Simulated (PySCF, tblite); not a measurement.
# H6O4SiTi, a small molecule taken as a stand-in for a surface group (silyl): NMR shifts, core binding energies and electronic excitations, part 2 of 2

tblite 0.8.0 and PySCF 2.14.0. Atoms count from 0, parts from 1. Earlier steps stand in the parts before.

## Step 5: X-ray photoelectron lines: SCAN, X2C

What the job is given:

```
{"job": {"kind": "xps", "holes": 5}, "charge": 0, "multiplicity": 1}
Si    -0.257555    -2.239601     0.937287
O      0.034653    -0.681022     0.469395
Ti     0.141474     0.920761    -0.333550
O      0.167002     0.707083    -2.101716
O     -1.271621     1.911649     0.103334
O      1.620062     1.773087     0.175120
H      0.478523    -3.195304     0.054360
H      0.194339    -2.441336     2.347231
H     -1.719748    -2.542006     0.855086
H     -0.447651     1.018398    -2.772375
H     -1.317696     2.737477     0.593872
H      2.416721     2.003270    -0.311025
```

Method: delta-SCF UKS SCAN, pcX-2 on the ionised atom, pcseg-1 elsewhere, spin-free X2C.

The log of the run:

```text
ground state, core basis on atom 0 (Si), 177 functions
  cycle   1  E = -1447.70707112  |g| = 1.59e+00
  cycle   2  E = -1435.56848398  |g| = 7.50e+00
  cycle   3  E = -1447.86327640  |g| = 1.22e+00
  cycle   4  E = -1448.08684419  |g| = 7.20e-01
  cycle   5  E = -1448.17944657  |g| = 3.14e-01
  cycle   6  E = -1448.19964637  |g| = 1.03e-01
  cycle   7  E = -1448.20214444  |g| = 8.73e-03
  cycle   8  E = -1448.20215561  |g| = 4.56e-03
  cycle   9  E = -1448.20215820  |g| = 3.48e-03
  cycle  10  E = -1448.20216238  |g| = 3.38e-04
  E(ground) = -1448.11210773 Eh
hole in Si 2p of atom 0
  cycle   1  E = -1443.92572387  |g| = 1.23e+00
  cycle   2  E = -1442.94004851  |g| = 1.49e+00
  cycle   3  E = -1443.90223265  |g| = 8.39e-01
  cycle   4  E = -1444.20102323  |g| = 3.10e-01
  cycle   5  E = -1444.21063798  |g| = 2.64e-01
  cycle   6  E = -1444.23585447  |g| = 1.45e-01
  cycle   7  E = -1444.24540907  |g| = 3.42e-02
  cycle   8  E = -1444.24589243  |g| = 1.04e-02
  cycle   9  E = -1444.24592343  |g| = 6.40e-03
  cycle  10  E = -1444.24593844  |g| = 1.45e-03
  cycle  11  E = -1444.24593955  |g| = 4.23e-04
  E(ion) = -1444.16708718 Eh   <S^2> = 0.7513   hole on atom = 1.003   binding energy = 107.349 eV
  2p3/2 = 107.106 eV   2p1/2 = 107.731 eV
ground state, core basis on atom 1 (O), 166 functions
  cycle   1  E = -1448.13320007  |g| = 1.24e-01
  cycle   2  E = -1448.12456736  |g| = 2.28e-01
  cycle   3  E = -1448.13396921  |g| = 5.62e-02
  cycle   4  E = -1448.13442332  |g| = 2.44e-02
  cycle   5  E = -1448.13456165  |g| = 1.15e-02
  cycle   6  E = -1448.13458891  |g| = 1.18e-03
  cycle   7  E = -1448.13458842  |g| = 4.08e-04
  E(ground) = -1448.08315709 Eh
hole in O 1s of atom 1
  cycle   1  E = -1427.54909883  |g| = 2.24e+00
  cycle   2  E = -1426.61822205  |g| = 2.50e+00
  cycle   3  E = -1427.82154091  |g| = 1.04e+00
  cycle   4  E = -1426.97839629  |g| = 2.05e+00
  cycle   5  E = -1428.20952197  |g| = 7.13e-01
  cycle   6  E = -1428.37359212  |g| = 2.47e-01
  cycle   7  E = -1428.40226768  |g| = 3.22e-02
  cycle   8  E = -1428.40210637  |g| = 3.66e-02
  cycle   9  E = -1428.40268957  |g| = 3.13e-03
  cycle  10  E = -1428.40269608  |g| = 8.37e-04
  cycle  11  E = -1428.40269458  |g| = 1.13e-03
  cycle  12  E = -1428.40269619  |g| = 2.36e-04
  E(ion) = -1428.35145572 Eh   <S^2> = 0.7629   hole on atom = 1.000   binding energy = 536.927 eV
ground state, core basis on atom 3 (O), 166 functions
  cycle   1  E = -1448.12830433  |g| = 1.69e-01
  cycle   2  E = -1448.10823792  |g| = 3.46e-01
  cycle   3  E = -1448.13166623  |g| = 4.47e-02
  cycle   4  E = -1448.13176337  |g| = 3.80e-02
  cycle   5  E = -1448.13208156  |g| = 1.05e-02
  cycle   6  E = -1448.13210806  |g| = 3.56e-03
  cycle   7  E = -1448.13210887  |g| = 7.57e-04
  cycle   8  E = -1448.13210982  |g| = 1.99e-04
  E(ground) = -1448.08072925 Eh
hole in O 1s of atom 3
  cycle   1  E = -1427.52834348  |g| = 2.23e+00
  cycle   2  E = -1424.57318212  |g| = 2.86e+00
  cycle   3  E = -1427.69246922  |g| = 1.07e+00
  cycle   4  E = -1426.06615687  |g| = 2.64e+00
  cycle   5  E = -1427.98972649  |g| = 1.00e+00
  cycle   6  E = -1428.10285939  |g| = 8.13e-01
  cycle   7  E = -1428.35135111  |g| = 1.83e-01
  cycle   8  E = -1428.36306232  |g| = 8.29e-02
  cycle   9  E = -1428.36619605  |g| = 3.14e-02
  cycle  10  E = -1428.36659070  |g| = 9.69e-03
  cycle  11  E = -1428.36663716  |g| = 2.61e-03
  cycle  12  E = -1428.36663850  |g| = 5.47e-04
  cycle  13  E = -1428.36664023  |g| = 1.96e-04
  E(ion) = -1428.31687394 Eh   <S^2> = 0.7621   hole on atom = 1.000   binding energy = 537.802 eV
ground state, core basis on atom 4 (O), 166 functions
  cycle   1  E = -1448.13056850  |g| = 1.37e-01
  cycle   2  E = -1448.11909524  |g| = 2.57e-01
  cycle   3  E = -1448.13186693  |g| = 5.70e-02
  cycle   4  E = -1448.13182137  |g| = 5.77e-02
  cycle   5  E = -1448.13258885  |g| = 5.85e-03
  cycle   6  E = -1448.13259305  |g| = 3.06e-03
  cycle   7  E = -1448.13259685  |g| = 6.18e-04
  cycle   8  E = -1448.13259570  |g| = 1.61e-04
  E(ground) = -1448.08071499 Eh
hole in O 1s of atom 4
  cycle   1  E = -1427.53001803  |g| = 2.23e+00
  cycle   2  E = -1424.52123939  |g| = 2.87e+00
  cycle   3  E = -1427.69256767  |g| = 1.07e+00
  cycle   4  E = -1425.98798397  |g| = 2.68e+00
  cycle   5  E = -1427.95696501  |g| = 1.05e+00
  cycle   6  E = -1428.09882931  |g| = 8.22e-01
  cycle   7  E = -1428.35110132  |g| = 1.92e-01
  cycle   8  E = -1428.36551638  |g| = 6.42e-02
  cycle   9  E = -1428.36778746  |g| = 1.01e-02
  cycle  10  E = -1428.36783857  |g| = 5.42e-03
  cycle  11  E = -1428.36784545  |g| = 3.64e-03
  cycle  12  E = -1428.36785282  |g| = 6.45e-04
  cycle  13  E = -1428.36785235  |g| = 2.13e-04
  E(ion) = -1428.31721932 Eh   <S^2> = 0.7621   hole on atom = 1.000   binding energy = 537.792 eV
ground state, core basis on atom 5 (O), 166 functions
  cycle   1  E = -1448.13059152  |g| = 1.37e-01
  cycle   2  E = -1448.11890008  |g| = 2.59e-01
  cycle   3  E = -1448.13190237  |g| = 5.74e-02
  cycle   4  E = -1448.13182773  |g| = 5.90e-02
  cycle   5  E = -1448.13262990  |g| = 5.79e-03
  cycle   6  E = -1448.13263453  |g| = 3.06e-03
  cycle   7  E = -1448.13263690  |g| = 6.35e-04
  cycle   8  E = -1448.13263801  |g| = 1.65e-04
  E(ground) = -1448.08062869 Eh
hole in O 1s of atom 5
  cycle   1  E = -1427.52997942  |g| = 2.23e+00
  cycle   2  E = -1424.40473691  |g| = 2.91e+00
  cycle   3  E = -1427.68032343  |g| = 1.07e+00
  cycle   4  E = -1425.81275410  |g| = 2.79e+00
  cycle   5  E = -1427.87526337  |g| = 1.15e+00
  cycle   6  E = -1428.06481567  |g| = 8.79e-01
  cycle   7  E = -1428.34469990  |g| = 2.30e-01
  cycle   8  E = -1428.36525358  |g| = 7.86e-02
  cycle   9  E = -1428.36787621  |g| = 3.29e-02
  cycle  10  E = -1428.36825722  |g| = 1.37e-02
  cycle  11  E = -1428.36834985  |g| = 3.22e-03
  cycle  12  E = -1428.36835637  |g| = 8.01e-04
  cycle  13  E = -1428.36835622  |g| = 2.45e-04
  E(ion) = -1428.31807392 Eh   <S^2> = 0.7621   hole on atom = 1.000   binding energy = 537.767 eV
```

Run time: 78 s. Hardware: 1 thread of Arm Neoverse N1, shared host; peak memory 0.6 GiB.

Binding energies by hole, beside the orbital energy of the ground state; the difference holds orbital relaxation and, for a density functional, its self-interaction error:

```tsv
hole	stands for	environment	ΔSCF (eV; 2p as the shell's mean)	−ε (eV)	⟨S²⟩
Si2p on Si0	Si0	silicon bonded to O, 3 H	107.31	96.4	0.751
O1s on O1	O1	oxygen bonded to Si, Ti	536.93	516.1	0.763
O1s on O3	O3	oxygen bonded to Ti, H	537.80	516.6	0.762
O1s on O4	O4	oxygen bonded to Ti, H	537.79	516.6	0.762
O1s on O5	O5	oxygen bonded to Ti, H	537.77	516.6	0.762
```

With the spin-orbit splitting: Si0 2p3/2 107.11, 2p1/2 107.73 eV. The table gives each 2p level as the mean over the whole 2p shell (two parts 2p3/2, one part 2p1/2), which differs a little from the single hole in the log.

## Step 6: TDDFT and polarisability: CAM-B3LYP/def2-SVPD

The job, as its differences from that of step 5:

```diff
@@ -1,2 +1,2 @@
-{"job": {"kind": "xps", "holes": 5}, "charge": 0, "multiplicity": 1}
+{"job": {"kind": "uv", "xc": "CAM-B3LYP", "basis": "def2-SVPD", "nstates": 6, "ntriplets": 2, "ip": true}, "charge": 0, "multiplicity": 1}
 Si    -0.257555    -2.239601     0.937287
```

Level: TDDFT CAM-B3LYP/def2-SVPD, vertical, gas phase, core orbitals frozen in the response.

The log of the run:

```text
coarse grid: 49416 points
cycle   1  E = -1442.7393000855  dE =  2.734e-01  |g| = 1.625e+00  |ddm| = 4.615e+00
cycle   2  E = -1439.0638454721  dE =  3.675e+00  |g| = 5.209e+00  |ddm| = 5.121e+00
cycle   3  E = -1443.1624728292  dE = -4.099e+00  |g| = 7.257e-01  |ddm| = 3.704e+00
cycle   4  E = -1443.2566853229  dE = -9.421e-02  |g| = 2.355e-01  |ddm| = 8.732e-01
cycle   5  E = -1443.2680596177  dE = -1.137e-02  |g| = 7.192e-02  |ddm| = 2.603e-01
cycle   6  E = -1443.2690290278  dE = -9.694e-04  |g| = 1.125e-02  |ddm| = 6.595e-02
cycle   7  E = -1443.2690574156  dE = -2.839e-05  |g| = 1.591e-03  |ddm| = 1.815e-02
cycle   8  E = -1443.2690585764  dE = -1.161e-06  |g| = 4.518e-04  |ddm| = 3.719e-03
final grid: 102248 points
cycle   9  E = -1443.2690954302  dE = -7.777e-08  |g| = 5.667e-04  |ddm| = 2.797e-03
cycle  10  E = -1443.2690952965  dE =  1.337e-07  |g| = 1.034e-03  |ddm| = 1.485e-03
cycle  11  E = -1443.2690955034  dE = -2.069e-07  |g| = 7.781e-05  |ddm| = 9.795e-04
cycle  12  E = -1443.2690955050  dE = -1.596e-09  |g| = 5.081e-05  |ddm| = 1.311e-04
cycle  13  E = -1443.2690955058  dE = -8.508e-10  |g| = 1.885e-05  |ddm| = 6.448e-05
converged SCF energy = -1443.2690955058

Static polarisability (au): isotropic 79.997, principal 73.846 74.051 92.093

Singlet excitations
state   eV       nm        f      main configurations
  1   5.8823    210.8   0.00071   H->L 0.56, H-1->L+1 0.15
  2   5.9616    208.0   0.00521   H-1->L 0.41, H->L+1 0.26
  3   5.9783    207.4   0.00514   H-1->L+1 0.50, H->L 0.15
  4   6.1844    200.5   0.06512   H->L+1 0.36, H-1->L 0.26, H-3->L+1 0.09
  5   6.4223    193.1   0.01040   H-2->L 0.84
  6   6.4496    192.2   0.00908   H-2->L+1 0.84

Triplet excitations (Tamm-Dancoff, eV): 5.6937 5.7373
Vertical ionisation energy (delta-SCF) = 10.6940 eV
Vertical electron affinity (delta-SCF) = -0.2587 eV
```

Run time: 6.1 min. Hardware: 1 thread of Arm Neoverse N1, shared host; peak memory 1.1 GiB.

The orbitals next to the gap, with their largest atomic shares:

```tsv
orbital	eV	atoms
HOMO−3	-11.15	O5 36 %, O3 16 %, O4 11 %
HOMO−2	-10.94	O3 32 %, O5 29 %, O4 28 %
HOMO−1	-9.97	O1 36 %, Si0 20 %, H7 14 %
HOMO	-9.96	O1 36 %, Si0 20 %, H8 17 %
LUMO	-0.23	Ti2 75 %, O5 6 %, O4 6 %
LUMO+1	-0.20	Ti2 75 %, O3 6 %, O4 6 %
LUMO+2	0.14	Ti2 64 %, O4 6 %, O3 6 %
```

With each of the 6 states as a Gaussian band of 0.4 eV half-width at 1/e, the curve within the window shown has maxima at 200 nm (ε 3,500) L/(mol cm). Beyond the last state computed it falls off for lack of states. The curve at chosen wavelengths:

```json
{"nm": "184", "ε (L/mol/cm)": "793"}
{"nm": "186", "ε (L/mol/cm)": "1145"}
{"nm": "188", "ε (L/mol/cm)": "1561"}
{"nm": "190", "ε (L/mol/cm)": "2015"}
{"nm": "192", "ε (L/mol/cm)": "2470"}
{"nm": "194", "ε (L/mol/cm)": "2885"}
{"nm": "196", "ε (L/mol/cm)": "3216"}
{"nm": "198", "ε (L/mol/cm)": "3430"}
{"nm": "200", "ε (L/mol/cm)": "3508"}
{"nm": "202", "ε (L/mol/cm)": "3447"}
{"nm": "204", "ε (L/mol/cm)": "3261"}
{"nm": "206", "ε (L/mol/cm)": "2977"}
{"nm": "208", "ε (L/mol/cm)": "2627"}
{"nm": "211", "ε (L/mol/cm)": "2052"}
{"nm": "213", "ε (L/mol/cm)": "1677"}
{"nm": "215", "ε (L/mol/cm)": "1334"}
{"nm": "217", "ε (L/mol/cm)": "1034"}
{"nm": "219", "ε (L/mol/cm)": "783"}
{"nm": "221", "ε (L/mol/cm)": "579"}
{"nm": "223", "ε (L/mol/cm)": "420"}
{"nm": "225", "ε (L/mol/cm)": "298"}
{"nm": "227", "ε (L/mol/cm)": "208"}
{"nm": "229", "ε (L/mol/cm)": "142"}
{"nm": "231", "ε (L/mol/cm)": "96"}
{"nm": "233", "ε (L/mol/cm)": "64"}
{"nm": "235", "ε (L/mol/cm)": "42"}
```

Further results of this job:

```tsv
property	computed
dipole moment (D)	2.08
polarisability (Å³)	11.85
HOMO–LUMO gap (eV)	9.73
−ε(HOMO) (eV)	9.96
```

## Step 7: What came out

What follows sums up all 2 parts.

```
                                quantity                                             value
                             point group                                                C1
    rotational constants (main isotopes)                              3.25, 1.12, 1.12 GHz
   1H shifts against TMS (PBE0/pcSseg-1)            7.10, 7.02, 6.84, 5.09, 5.06, 4.93 ppm
 29Si shifts against TMS (PBE0/pcSseg-1)                                         -35.6 ppm
  17O shifts against H2O (PBE0/pcSseg-1)                    329.7, 326.6, 323.9, 270.2 ppm
        shieldings of Ti (PBE0/pcSseg-1)                                    Ti2 -136.4 ppm
   surface potential, 1st and 99th percentile                                -1.25 V and 2.36 V
        O1s binding energies, SCAN/pcX-2     O3 537.80, O4 537.79, O5 537.77, O1 536.93 eV
       Si2p binding energies, SCAN/pcX-2                                     Si0 107.31 eV
    lowest singlet (CAM-B3LYP/def2-SVPD)                       5.88 eV (211 nm), f = 0.001
brightest single state of those computed                       state 4, 6.18 eV, f = 0.065
                          lowest triplet                                           5.69 eV
       vertical ionisation energy (ΔSCF)                                          10.69 eV
       vertical electron affinity (ΔSCF)  -0.26 eV (unbound: the value hangs on the basis)
```

**Reading.** The optimisation took 17 steps and gained 0.456 eV; among the close pairs (by a distance rule), Si0–Ti2 changed most, from 3.076 to 3.430 Å (PBE0/def2-SVP). By nearest atom (PBE0/pcSseg-1), the HOMO sits on O1 39 %; H8 24 % and the LUMO on Ti2 74 %; O5 6 %. O3 (oxygen bonded to Ti, H) binds its O1s electron 0.87 eV more tightly than O1 (oxygen bonded to Si, Ti). The first singlet state (HOMO→LUMO 0.56, HOMO−1→LUMO+1 0.15) lies at 5.88 eV and is dark; of the 6 states computed, the strongest absorption comes from state 4 at 6.18 eV. The lowest triplet lies 0.19 eV below the lowest singlet (triplets in Tamm-Dancoff, singlets in full TDDFT). ΔSCF puts the ionisation energy at 10.69 eV, 0.73 eV above −ε(HOMO). A capped cluster stands for the solid here, so long-range fields and strain are missing, and bands or shifts of the capping hydrogens have no counterpart in it.
